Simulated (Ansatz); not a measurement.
# Cr (Cr, diamond): the cost of one run

Program: Ansatz 0.2.0. Level of theory: DFT PBEsol, plane waves (420 eV) with PAW, scalar-relativistic; PBE-made PAW files. These are calculated values, not measurements.

## 1. Starting point

The structure is cubic, space group Fd-3m (No. 227). Conventional cell: a = 5.060 Å, b = 5.060 Å, c = 5.060 Å, α = 90.00°, β = 90.00°, γ = 90.00°. Cr (site symmetry -43m) is surrounded by 4 Cr at 2.19 Å.

As a file:

```
CELL_PARAMETERS angstrom
0.00000 2.52977 2.52977
2.52977 0.00000 2.52977
2.52977 2.52977 0.00000
ATOMIC_POSITIONS crystal
Cr 0.12500 0.12500 0.12500
Cr 0.87500 0.87500 0.87500
```

Starting moments (μB): +1.5, -1.5.

## 2. Relaxing cell and atoms

input.yaml reads:

```yaml
crystal:
  lattice:
    - [0.0, 2.5297724266, 2.5297724266]
    - [2.5297724266, 0.0, 2.5297724266]
    - [2.5297724266, 2.5297724266, 0.0]
  atoms:
    - { symbol: Cr, position: [0.125, 0.125, 0.125], spin: 1.5 }
    - { symbol: Cr, position: [0.875, 0.875, 0.875], spin: -1.5 }
hamiltonian:
  xc: pbesol
  pseudopotentials:
    kind: paw
    azcp:
      Cr: "pseudopotentials/Cr.paw.azcp"
basis:
  ecutwfc: 420
  fft_grid_basis: typed
kpoints:
  mp_grid: { grid: [11, 11, 11], shift: [0, 0, 0] }
magnetization:
  spin_polarized: true
scf:
  occupations: { method: fermi_dirac, width: 0.05 }
relax:
  max_steps: 60
  f_tol: 0.01
  cell: {}
```

What time and memory should one allow on 2 threads of an x86-64 CPU, shared host?

About 28 s, with a peak of 0.43 GiB.
